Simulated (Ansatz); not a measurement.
# C2H2ClSi radical: how energies converge with the basis set

How large a basis does C2H2ClSi radical need? Two functionals are run in growing sets.

Program: Ansatz 0.2.0, Gaussian basis. Level of theory: one geometry, several basis sets. These are calculated values, not measurements.

Levels to be run: PBE0-D4/def2-SVP; ωB97M-V/def2-SVP; PBE0-D4/def2-QZVPP; ωB97M-V/def2-QZVPP; the functionals' def2-TZVPP values are taken from earlier runs.

## 1. Structure used throughout

All runs share one geometry, relaxed beforehand with PBE0-D4 in a triple-zeta def2 set.

SMILES `[C]#C[SiH2]Cl`, 6 atoms, charge 0, spin multiplicity 2.

Atoms are counted from 1 here; the program's logs count them from 0.

Bond lengths: C1–C2 1.212 Å, C2–Si3 1.820 Å, Si3–Cl4 2.045 Å, Si3–H5 1.477 Å, Si3–H6 1.477 Å. Angles: C1–C2–Si3 178.6°, C2–Si3–Cl4 109.3°, C2–Si3–H5 109.2°, C2–Si3–H6 109.2°, Cl4–Si3–H5 108.7°, Cl4–Si3–H6 108.7°, H5–Si3–H6 111.7°.

## 2. PBE0-D4 in def2-SVP

Contents of in.yaml:

```yaml
crystal:
  periodic: [false, false, false]
  atoms:
    - {symbol: C, position_ang: [0.868417, -2.059190, 1.138406]}
    - {symbol: C, position_ang: [0.473022, -1.050846, 0.595019]}
    - {symbol: Si, position_ang: [-0.084716, 0.485355, -0.205981]}
    - {symbol: Cl, position_ang: [-1.795471, 0.115179, -1.263949]}
    - {symbol: H, position_ang: [0.959476, 0.950807, -1.141580]}
    - {symbol: H, position_ang: [-0.378730, 1.494695, 0.831884]}
basis:
  gaussian: {orbitals: def2-SVP}
magnetization: {spin_polarized: true, initial_magnetization: 1}
hamiltonian: {xc: pbe0, dispersion: d4}
output: {orbitals: {seedname: orbitals}}
```

Further steps of the session: ωB97M-V in def2-SVP; PBE0-D4 in def2-QZVPP; ωB97M-V in def2-QZVPP.

Q: Predict the results of all the runs planned. Wanted: PBE0-D4: double and triple zeta above quadruple; ωB97M-V: double and triple zeta above quadruple.

As calculated:

| quantity | value |
| --- | --- |
| PBE0-D4: double and triple zeta above quadruple | 10.25, 0.75 eV |
| ωB97M-V: double and triple zeta above quadruple | 10.25, 0.69 eV |

In words: For PBE0-D4 the step from double to triple zeta gains 9.50 eV and the next only 0.75 eV. These are total energies; as a rule much of such shifts cancels in differences, which this series doesn't test.
